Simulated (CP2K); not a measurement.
**C2H7OSi2 (SMILES C=C[SiH]O[SiH3]), run twice**

Aim: a single-point energy of C2H7OSi2 at GFN1-xTB.

The calculation is run with CP2K 2026.2.

3 further runs of the same task are left out: 2 that didn't finish, 1 set aside as unsound or not needed.

## (1) The system as given

C2H7OSi2 has 12 atoms, charge 0, and is taken as a doublet. SMILES: `C=C[SiH]O[SiH3]`. The shape comes from a force field and isn't a relaxed structure. This is one conformer, not always the lowest.

Bond lengths: C1–C2 1.301 Å, C2–Si3 1.803 Å, Si3–O4 1.758 Å, O4–Si5 1.611 Å, C1–H6 1.081 Å, C1–H7 1.130 Å, C2–H8 1.046 Å, Si3–H9 1.447 Å, Si5–H10 1.453 Å, Si5–H11 1.493 Å, Si5–H12 1.467 Å. Some angles: C1–C2–Si3 124.6°, C2–Si3–O4 113.5°, Si3–O4–Si5 137.0°, C1–C2–H8 121.5°, Si3–C2–H8 113.9°, C2–C1–H6 128.6°, C2–C1–H7 119.8°, C2–Si3–H9 112.3°, O4–Si3–H9 108.0°, O4–Si5–H10 110.7°.

## (2) Try one

job.inp

```
&GLOBAL
   PROJECT job
   RUN_TYPE ENERGY
   PRINT_LEVEL MEDIUM
&END

&FORCE_EVAL
   METHOD QS
   &DFT
      MULTIPLICITY 2
      UKS T
      # Quickstep
      &QS
         METHOD PM7
         EPS_DEFAULT 1.0E-10
         &XTB
            GFN_TYPE 1
            CHECK_ATOMIC_CHARGES F
         &END
      &END
      # cluster boundary conditions
      &POISSON
         PERIODIC NONE
         POISSON_SOLVER ANALYTIC
      &END
      # SCF settings
      &SCF
         SCF_GUESS ATOMIC
         EPS_SCF 1.0E-07
         MAX_SCF 100
         &DIAGONALIZATION
            ALGORITHM STANDARD
         &END
         &MIXING
            METHOD BROYDEN_MIXING
            ALPHA 0.2
            NBUFFER 8
         &END
      &END
      &PRINT
         &MOMENTS
            PERIODIC F
            REFERENCE COM
            MAX_MOMENT 1
         &END
         &MO ON
            ENERGIES T
            OCCUPATION_NUMBERS T
            NDIGITS 6
            &EACH
               QS_SCF 0
            &END
            ADD_LAST NUMERIC
         &END
         &HIRSHFELD OFF
         &END
      &END
   &END
   # atoms, cell and kinds
   &SUBSYS
      &CELL
         ABC 17.9 16.4 14.4
         PERIODIC NONE
      &END
      &COORD
         C     -1.661100     1.458700    -0.063300
         C     -1.804500     0.171700     0.062400
         Si    -0.681600    -0.897400     0.983100
         O      1.002400    -0.403200     0.878200
         Si     2.185900    -0.475500    -0.211700
         H     -0.907000     2.099100     0.372200
         H     -2.419800     2.052900    -0.652600
         H     -2.580400    -0.341400    -0.416700
         H     -0.770300    -2.278900     0.561200
         H      1.811800     0.231200    -1.424300
         H      3.357100     0.200200     0.421700
         H      2.544400    -1.872700    -0.476200
      &END
      &TOPOLOGY
         &CENTER_COORDINATES
         &END
      &END
   &END
&END
```

Run with:

```console
OMP_NUM_THREADS=1 cp2k.psmp -i job.inp -o job.out
```

Standard output:

```text
*******************************************************************************
 *   ___                                                                       *
 *  /   \                                                                      *
 * [ABORT]                                                                     *
 *  \___/                    invalid value for enumeration:PM7                 *
 *    |                                                                        *
 *  O/|                                                                        *
 * /| |                                                                        *
 * / \                                     input/input_enumeration_types.F:215 *
 *******************************************************************************

 ===== Routine Calling Stack =====

            6 val_create_parsing
            5 section_vals_parse
            4 section_vals_parse
            3 section_vals_parse
            2 section_vals_parse
            1 read_input
```

Run time: 0.78 s. Hardware: 1 thread of AMD EPYC 9R45 (Zen 5), shared host; peak memory 0.17 GiB.

## (3) Diagnosis

The program refused the input.

The log says `\___/                    invalid value for enumeration:PM7`. The fault: the keyword for the method is given a word that it doesn't take.

## (4) The mended input

calc.inp

```
&GLOBAL
    PROJECT calc
    RUN_TYPE ENERGY
    PRINT_LEVEL MEDIUM
&END

&FORCE_EVAL
    METHOD QUICKSTEP
    &DFT
        MULTIPLICITY 2
        UKS T
        &QS
            METHOD XTB
            EPS_DEFAULT 1.0E-10
            &XTB
                GFN_TYPE 1
                CHECK_ATOMIC_CHARGES F
            &END
        &END
        &POISSON
            PERIODIC NONE
            POISSON_SOLVER ANALYTIC
        &END
        &SCF
            SCF_GUESS ATOMIC
            EPS_SCF 1.0E-07
            MAX_SCF 100
            &DIAGONALIZATION
                ALGORITHM STANDARD
            &END
            &MIXING
                METHOD BROYDEN_MIXING
                ALPHA 0.2
                NBUFFER 8
            &END
        &END
        &PRINT
            &MOMENTS
                PERIODIC F
                REFERENCE COM
                MAX_MOMENT 1
            &END
            &MO ON
                ENERGIES T
                OCCUPATION_NUMBERS T
                NDIGITS 6
                &EACH
                    QS_SCF 0
                &END
                ADD_LAST NUMERIC
            &END
            &HIRSHFELD OFF
            &END
        &END
    &END
    &SUBSYS
        &CELL
            ABC 17.9 16.4 14.4
            PERIODIC NONE
        &END
        &COORD
            C     -1.661100     1.458700    -0.063300
            C     -1.804500     0.171700     0.062400
            Si    -0.681600    -0.897400     0.983100
            O      1.002400    -0.403200     0.878200
            Si     2.185900    -0.475500    -0.211700
            H     -0.907000     2.099100     0.372200
            H     -2.419800     2.052900    -0.652600
            H     -2.580400    -0.341400    -0.416700
            H     -0.770300    -2.278900     0.561200
            H      1.811800     0.231200    -1.424300
            H      3.357100     0.200200     0.421700
            H      2.544400    -1.872700    -0.476200
        &END
        &TOPOLOGY
            &CENTER_COORDINATES
            &END
        &END
    &END
&END
```

Run with:

```console
OMP_NUM_THREADS=1 cp2k.psmp -i calc.inp -o calc.out
```

Standard output:

```text
CP2K| version string:                                       CP2K version 2026.2
[...]
 GLOBAL| Method name                                                        CP2K
[...]
 GLOBAL| Run type                                                         ENERGY
[...]
                             - Atoms:                                         12
[...]
                             - Spherical basis functions:                     44
[...]
 Number of electrons:                                                         15
[...]
     1 NoMix/Diag. 0.20E+00    0.0     0.46417954       -16.3009178078 -1.63E+01
[...]
    38 Broy./Diag. 0.20E+00    0.0     0.00000009       -16.4366952178 -4.21E-07
  *** SCF run converged in    38 steps ***
[...]
 TB_DIPOLE| Moment [Debye]         -1.63297121      -0.36498405      -0.10761734
 TB_DIPOLE| Derivative [a.u.]       0.00000000       0.00000000       0.00000000
[...]
 ENERGY| Total FORCE_EVAL ( QS ) energy [hartree]            -16.436695217809952
[...]
```

It took 0.94 s on 1 thread of AMD EPYC 9R45 (Zen 5), shared host; peak memory 0.19 GiB.

## (5) What came out

Level: GFN1-xTB.

| quantity | value |
| --- | --- |
| total energy | -16.43670 Eh |
| dipole moment (from atomic charges alone) | 1.68 D |
| HOMO energy (highest over α and β) | -8.60 eV |
| dispersion energy | -12.05 kJ/mol |

**Reading.** The dipole comes from point charges on the atoms alone, without atomic dipoles, so it is partial.
